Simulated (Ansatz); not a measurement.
# C4H10ClGa: a ladder of functionals and wavefunction methods

An exercise on one series of results from a longer session: the logs are not shown, and one member is left open.

The runs use Ansatz 0.2.0, Gaussian basis; functionals in def2-TZVPP, the program's frozen cores in correlated methods.

Plan: LDA (SPW92), PBE-D4, revPBE-D4, BLYP-D4, r2SCAN-D4, B97M-V, PBE0-D4, B3LYP-D4, r2SCANh-D4, r2SCAN0-D4, HSE06-D4, BHLYP-D4, CAM-B3LYP-D4, LC-ωPBE, ωB97X-V, ωB97M-V, B2PLYP, PBE-QIDH; CCSD(T)/def2-SVP; CCSD(T)/def2-TZVPP; MP2/def2-QZVPP; extrapolation to the limit; RPA on PBE.

## The relaxed structure

The geometry comes from an earlier relaxation with PBE0-D4 in a triple-zeta def2 set; it is a stationary point, not always the lowest conformer.

SMILES `CC[CH]([GaH2])CCl`, 16 atoms, charge 0, spin multiplicity 1.

Atoms are counted from 1 here; the program's logs count them from 0.

Bond lengths: C1–C2 1.520 Å, C1–H7 1.092 Å, C1–H8 1.093 Å, C1–H9 1.099 Å, C2–C3 1.528 Å, C2–H10 1.096 Å, C2–H11 1.094 Å, C3–Ga4 1.997 Å, C3–C5 1.505 Å, C3–H12 1.099 Å, Ga4–H13 1.574 Å, Ga4–H14 1.572 Å, C5–Cl6 1.809 Å, C5–H15 1.090 Å, C5–H16 1.089 Å. Angles: C2–C1–H7 111.4°, C2–C1–H8 111.9°, C2–C1–H9 111.6°, H7–C1–H8 107.3°, H7–C1–H9 106.8°, H8–C1–H9 107.6°, C1–C2–C3 113.7°, C1–C2–H10 109.2°, C1–C2–H11 109.2°, C3–C2–H10 109.3°, C3–C2–H11 108.7°, H10–C2–H11 106.3°, C2–C3–Ga4 109.9°, C2–C3–C5 114.7°, C2–C3–H12 108.5°, Ga4–C3–C5 110.3°, Ga4–C3–H12 104.8°, C5–C3–H12 108.1° and more.

The first run:

in.yaml reads:

```yaml
crystal:
  periodic: [false, false, false]
  atoms:
    - {symbol: C, position_ang: [0.356409, -1.632826, 0.563346]}
    - {symbol: C, position_ang: [1.113425, -0.377623, 0.161748]}
    - {symbol: C, position_ang: [0.207960, 0.773153, -0.274321]}
    - {symbol: Ga, position_ang: [-0.868990, 0.225371, -1.864230]}
    - {symbol: C, position_ang: [-0.690820, 1.310635, 0.806105]}
    - {symbol: Cl, position_ang: [0.221094, 1.944909, 2.233815]}
    - {symbol: H, position_ang: [1.039514, -2.437936, 0.841209]}
    - {symbol: H, position_ang: [-0.301718, -1.456594, 1.417409]}
    - {symbol: H, position_ang: [-0.262972, -2.012315, -0.260988]}
    - {symbol: H, position_ang: [1.739182, -0.049814, 0.999213]}
    - {symbol: H, position_ang: [1.797481, -0.616385, -0.658481]}
    - {symbol: H, position_ang: [0.839934, 1.596669, -0.634389]}
    - {symbol: H, position_ang: [-2.392132, 0.599988, -1.990992]}
    - {symbol: H, position_ang: [-0.143403, -0.570730, -3.009425]}
    - {symbol: H, position_ang: [-1.362436, 0.554932, 1.213098]}
    - {symbol: H, position_ang: [-1.292516, 2.148576, 0.456883]}
basis:
  gaussian: {orbitals: def2-TZVPP}
hamiltonian: {xc: lda}
output: {orbitals: {seedname: orbitals}}
```

Command:

```
$ ansatz run in.yaml --threads 2 --pin off --events-out ev --progress --plain --max-ram 32768MiB --backend cuda --devices 0, --max-vram 18GiB
```

Steps of the session up to this table: LDA; PBE-D4 (GGA); revPBE-D4 (GGA); BLYP-D4 (GGA); r2SCAN-D4 (meta-GGA); B97M-V (meta-GGA); PBE0-D4 (hybrid); B3LYP-D4 (hybrid); r2SCANh-D4 (hybrid); r2SCAN0-D4 (hybrid); HSE06-D4 (hybrid); BHLYP-D4 (hybrid); CAM-B3LYP-D4 (range-separated); LC-ωPBE (range-separated); ωB97X-V (range-separated); ωB97M-V (range-separated); B2PLYP (double hybrid); PBE-QIDH (double hybrid).

One table of the session follows, with a row left open; its other results are not shown here.

It belongs to the step «Frontier levels by functional». 

| functional | HOMO (eV) | LUMO (eV) | gap (eV) |
| --- | --- | --- | --- |
| LDA (SPW92) | ? | ? | ? |
| PBE-D4 | -6.40 | -2.53 | 3.88 |
| revPBE-D4 | -6.35 | -2.38 | 3.97 |
| BLYP-D4 | -6.27 | -2.46 | 3.81 |
| r2SCAN-D4 | -6.65 | -2.26 | 4.39 |
| B97M-V | -6.74 | -2.50 | 4.24 |
| PBE0-D4 | -7.56 | -1.70 | 5.86 |
| B3LYP-D4 | -7.36 | -1.98 | 5.39 |
| r2SCANh-D4 | -7.08 | -1.98 | 5.11 |
| r2SCAN0-D4 | -7.73 | -1.56 | 6.17 |
| HSE06-D4 | -7.17 | -2.07 | 5.10 |
| BHLYP-D4 | -8.63 | -0.94 | 7.69 |
| CAM-B3LYP-D4 | -8.86 | -0.80 | 8.06 |
| LC-ωPBE | -10.17 | 0.41 | 10.58 |
| ωB97X-V | -9.83 | 0.23 | 10.06 |
| ωB97M-V | -9.69 | -0.01 | 9.69 |

**Question.** Estimate the row for LDA (SPW92).

As computed: HOMO (eV): -6.54; LUMO (eV): -2.84; gap (eV): 3.70. In the column «HOMO (eV)» it lies between r2SCAN-D4 (-6.65) and PBE-D4 (-6.40).
